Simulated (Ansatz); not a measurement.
# LiF: the cost of one run

Method: DFT r2SCAN, scalar-relativistic, plane waves, PAW, in Ansatz 0.2.0.

1 further run of the same task is left out (set aside as unsound or not needed).

### Step 1. The system as given

It takes space group Fm-3m (No. 225, cubic). The conventional cell has a = 3.990 Å, b = 3.990 Å, c = 3.990 Å, α = 90.00°, β = 90.00°, γ = 90.00°. Li (site symmetry m-3m) has 6 F at 1.99 Å as nearest neighbours. F (site symmetry m-3m) is surrounded by 6 Li at 1.99 Å.

As a file:

```cif
data_structure
_symmetry_space_group_name_H-M 'Fm-3m'
_symmetry_Int_Tables_number 225
_cell_length_a 3.9898
_cell_length_b 3.9898
_cell_length_c 3.9898
_cell_angle_alpha 90.000
_cell_angle_beta 90.000
_cell_angle_gamma 90.000
_cell_volume 63.51
loop_
_atom_site_label
_atom_site_type_symbol
_atom_site_symmetry_multiplicity
_atom_site_Wyckoff_symbol
_atom_site_fract_x
_atom_site_fract_y
_atom_site_fract_z
_atom_site_occupancy
Li1 Li 4 a 0.00000 0.00000 0.00000 1
F1 F 4 b 0.50000 0.00000 0.00000 1
```

It is the result of an earlier relaxation at this level (volume 7.94 Å³/atom; gap on the mesh: 10.33 eV).

### Step 2. Bands, states and charges

Contents of input.yaml:

```yaml
crystal:
  lattice:
    - [0.0, 1.9948986626, 1.9948986626]
    - [1.9948986626, 0.0, 1.9948986626]
    - [1.9948986626, 1.9948986626, 0.0]
  atoms:
    - { symbol: Li, position: [0.0, 0.0, 0.0] }
    - { symbol: F, position: [0.5, 0.5, 0.5] }
basis:
  ecutwfc: 500
kpoints:
  mp_grid: { grid: [10, 10, 10] }
  band_path:
    path:
      - [[0.0, 0.0, 0.0], [0.5, 0.0, 0.5], [0.625, 0.25, 0.625]]
      - [[0.375, 0.375, 0.75], [0.0, 0.0, 0.0], [0.5, 0.5, 0.5], [0.5, 0.25, 0.75], [0.5, 0.0, 0.5]]
    npoints: 14
hamiltonian:
  xc: r2scan
scf:
  occupations: { method: gaussian, width: 0.02 }
  n_extra_bands: 6
output:
  forces: true
  stress: true
  eigenvalues: true
  populations: true
  dos: { projected: true, de: 0.02, nscf_kmesh: { grid: [15, 15, 15] } }
  bader: true
  write_density: true
  write_potential: true
  elf: true
  volumetric_format: npy
```

Started as:

```
$ ansatz run input.yaml --threads 1 --pin off --max-ram 2560MiB --backend cpu --events-out ev --progress --plain --runs-dir out
```

**Question.** How long does this run take on 1 thread of Arm Neoverse V1, shared host, and how much memory does it need?

About 12 s, with a peak of 0.32 GiB.
